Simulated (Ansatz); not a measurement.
# CH3OSe+ (SMILES O[CH+][SeH]): functionals against CCSD(T) at one geometry

How do the functionals fare away from a minimum? The structure is a frame of a short trajectory.

Method: single points in def2-TZVPP; program: Ansatz 0.2.0, Gaussian basis.

Cores are frozen in the correlated methods. Filled d shells of the heavier atoms are correlated.

## 1. Where the work starts

6 atoms, charge 1, spin multiplicity 1.

Atoms are counted from 1 here; the program's logs count them from 0.

Bond lengths: O1–C2 1.256 Å, O1–H4 0.958 Å, C2–Se3 1.780 Å, C2–H5 1.109 Å, Se3–H6 1.491 Å. Angles: C2–O1–H4 113.8°, O1–C2–Se3 134.9°, O1–C2–H5 115.7°, Se3–C2–H5 108.4°, C2–Se3–H6 94.7°.

Geometry (Å):

```xyz
6
CH3OSe
O    -0.8157   -0.7804   -0.5080
C     0.2520   -0.1197   -0.5225
Se    1.0897    0.9417    0.6355
H    -1.5305   -0.3500   -0.0370
H     0.9471   -0.3469   -1.3559
H    -0.0091    0.9154    1.6436
```

## 2. PBE-D4/def2-TZVPP

The input, run/in.yaml:

```yaml
crystal:
  periodic: [false, false, false]
  atoms:
    - {symbol: O, position_ang: [-0.815750, -0.780404, -0.507950]}
    - {symbol: C, position_ang: [0.252036, -0.119700, -0.522505]}
    - {symbol: Se, position_ang: [1.089678, 0.941712, 0.635512]}
    - {symbol: H, position_ang: [-1.530530, -0.350004, -0.037005]}
    - {symbol: H, position_ang: [0.947115, -0.346923, -1.355935]}
    - {symbol: H, position_ang: [-0.009147, 0.915382, 1.643558]}
basis:
  gaussian: {orbitals: def2-TZVPP}
total_charge: 1
hamiltonian: {xc: pbe, dispersion: d4}
output: {forces: true}
```

The run is started by

```sh
$ ansatz run in.yaml --threads 2 --pin off --events-out ev --progress --plain --max-ram 3481MiB
```

## 3. r2SCAN-D4/def2-TZVPP

run/in.yaml, as its differences from that of step 2:

```diff
@@ -12,3 +12,3 @@
 total_charge: 1
-hamiltonian: {xc: pbe, dispersion: d4}
+hamiltonian: {xc: r2scan, dispersion: d4}
 output: {forces: true}
```

## 4. PBE0-D4/def2-TZVPP

run/in.yaml, as its differences from that of step 3:

```diff
@@ -12,3 +12,3 @@
 total_charge: 1
-hamiltonian: {xc: r2scan, dispersion: d4}
-output: {forces: true}
+hamiltonian: {xc: pbe0, dispersion: d4}
+output: {forces: true, orbitals: {seedname: orbitals}}
```

## 5. wB97M-V/def2-TZVPP

run/in.yaml, as its differences from that of step 4:

```diff
@@ -12,3 +12,3 @@
 total_charge: 1
-hamiltonian: {xc: pbe0, dispersion: d4}
-output: {forces: true, orbitals: {seedname: orbitals}}
+hamiltonian: {xc: {name: wB97M-V}}
+output: {forces: true}
```

## 6. CCSD(T)/def2-TZVPP

run/in.yaml, as its differences from that of step 5:

```diff
@@ -12,3 +12,3 @@
 total_charge: 1
-hamiltonian: {xc: {name: wB97M-V}}
+correlation: {method: ccsd_t}
 output: {forces: true}
```

(Steps that only read results are left out.)

Q: Predict the outcome of this session. Wanted: energy less free atoms, CCSD(T)/def2-TZVPP; RMS force component; RMS force error; HOMO and LUMO, PBE0-D4; T1 diagnostic.

As calculated:

```
                                  quantity                                                             value
energy less free atoms, CCSD(T)/def2-TZVPP                                                        -12.261 eV
                       RMS force component                              0.775 to 0.941 eV/Å over the methods
                           RMS force error  PBE-D4 0.235, r2SCAN-D4 0.131, PBE0-D4 0.234, wB97M-V 0.177 eV/Å
                    HOMO and LUMO, PBE0-D4                                               -14.47 and -8.46 eV
                             T1 diagnostic                                                             0.017
```

In words: Against CCSD(T) the functionals' energies less atoms differ by -1.444 to -0.557 eV, PBE-D4 by -1.444 eV. CCSD(T) in triple zeta still lacks some correlation energy of the bonds, so part of these gaps is its own basis error and they don't rank the functionals. The forces of r2SCAN-D4 come nearest to CCSD(T), those of PBE-D4 are farthest. Frozen-core CCSD(T) forces in triple zeta carry basis errors of their own, and this is one geometry, so small gaps rank nothing.
